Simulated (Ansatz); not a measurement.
# CH7Al2NO: the cost of one run

Program: Ansatz 0.2.0. Level of theory: RKS PBE-D4/def2-SVP. These are calculated values, not measurements.

## Step 1: The starting structure

Bond lengths: C1–Al2 1.936 Å, Al2–Al3 2.453 Å, Al3–N4 1.950 Å, Al3–O5 1.849 Å, C1–H6 1.121 Å, C1–H7 1.151 Å, C1–H8 1.138 Å, Al2–H9 1.602 Å, N4–H10 1.048 Å, N4–H11 1.121 Å, O5–H12 1.015 Å. Angles (14 of 16 angles, heavy atoms first): C1–Al2–Al3 118.0°, Al2–Al3–N4 122.5°, Al2–Al3–O5 120.9°, N4–Al3–O5 116.6°, C1–Al2–H9 121.0°, Al3–Al2–H9 116.6°, Al2–C1–H6 112.8°, Al2–C1–H7 110.0°, Al2–C1–H8 112.9°, Al3–N4–H10 106.0°, Al3–N4–H11 103.0°, Al3–O5–H12 103.8°, H6–C1–H7 105.5°, H6–C1–H8 109.5°.

As a file:

```xyz
12

C    -1.6847    0.6012   -1.7396
Al   -0.9798   -0.6346   -0.4273
Al    1.1876   -0.1144    0.5963
N     1.8990   -1.1145    2.1114
O     2.2572    1.2338   -0.0799
H    -2.4329    0.1256   -2.4262
H    -2.2502    1.4542   -1.2133
H    -0.8707    1.1056   -2.3550
H    -1.9508   -1.6029    0.4000
H     1.8415   -2.1252    1.8421
H     1.0788   -1.0365    2.8718
H     1.9819    2.0525    0.4538
```

## Step 2: Relaxing end A

Contents of input.yaml:

```yaml
crystal:
  periodic: [false, false, false]
  atoms:
    - { symbol: C, position_ang: [-1.6847, 0.6012, -1.7396] }
    - { symbol: Al, position_ang: [-0.9798, -0.6346, -0.4273] }
    - { symbol: Al, position_ang: [1.1876, -0.1144, 0.5963] }
    - { symbol: "N", position_ang: [1.899, -1.1145, 2.1114] }
    - { symbol: O, position_ang: [2.2572, 1.2338, -0.0799] }
    - { symbol: H, position_ang: [-2.4329, 0.1256, -2.4262] }
    - { symbol: H, position_ang: [-2.2502, 1.4542, -1.2133] }
    - { symbol: H, position_ang: [-0.8707, 1.1056, -2.355] }
    - { symbol: H, position_ang: [-1.9508, -1.6029, 0.4] }
    - { symbol: H, position_ang: [1.8415, -2.1252, 1.8421] }
    - { symbol: H, position_ang: [1.0788, -1.0365, 2.8718] }
    - { symbol: H, position_ang: [1.9819, 2.0525, 0.4538] }
basis:
  gaussian: { orbitals: def2-SVP }
hamiltonian:
  xc: pbe
  dispersion: d4
relax:
  f_tol: 0.02
  max_steps: 50
output:
  orbitals: {}
```

On the command line:

```
$ ansatz run input.yaml --threads 2 --pin off --max-ram 3072MiB --backend cpu --events-out ev --progress --plain --runs-dir out
```

Q: Estimate wall time and peak memory on 2 threads of Intel Xeon 6975P-C (Granite Rapids), shared host.

About 21 s, with a peak of 0.17 GiB.
